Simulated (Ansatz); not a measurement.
The input (input.yaml):

```yaml
accuracy: low
crystal:
  lattice:
    - [-4.847072, -4.847072, 0.0]
    - [4.847072, -4.847072, 0.0]
    - [0.0, 0.0, 7.779507]
  atoms:
    - { symbol: Ce, position: [0.5, 0.5, 0.0] }
    - { symbol: In, position: [0.0, 0.5, 0.0] }
    - { symbol: In, position: [0.25, 0.75, 0.6951826] }
    - { symbol: In, position: [0.25, 0.25, 0.3048175] }
    - { symbol: In, position: [0.25, 0.75, 0.3048175] }
    - { symbol: In, position: [0.25, 0.25, 0.6951826] }
    - { symbol: Rh, position: [0.5, 0.5, 0.5] }
    - { symbol: Ce, position: [0.0, 0.0, 0.0] }
    - { symbol: In, position: [0.5, 0.0, 0.0] }
    - { symbol: In, position: [0.75, 0.25, 0.6951826] }
    - { symbol: In, position: [0.75, 0.75, 0.3048175] }
    - { symbol: In, position: [0.75, 0.25, 0.3048175] }
    - { symbol: In, position: [0.75, 0.75, 0.6951826] }
    - { symbol: Rh, position: [0.0, 0.0, 0.5] }
basis:
  ecutwfc: 420.0
kpoints:
  mp_grid: { grid: [2, 2, 2] }
hamiltonian:
  xc: lda
scf:
  occupations: { method: fermi_dirac, width: 0.3 }
  lower_state_search: "off"
md:
  timestep: 2.25
  n_steps: 250
  ensemble: nvt_langevin
  temperature: 3500.0
  initial_velocities: maxwell_boltzmann
  seed: 657572
  friction: 0.02
```

Run as:

```bash
$ ansatz run input.yaml --threads 2 --pin off --max-ram 5120MiB --backend cpu --events-out ev --progress --plain --runs-dir out
```

Hardware: 2 threads of AMD EPYC 9R45 96-Core Processor (Zen 5), on a shared host.

Problem. Roughly how long does this run take, and how much memory?

Solution. 14 min, with a peak of 1.2 GiB, for 251 ionic steps.
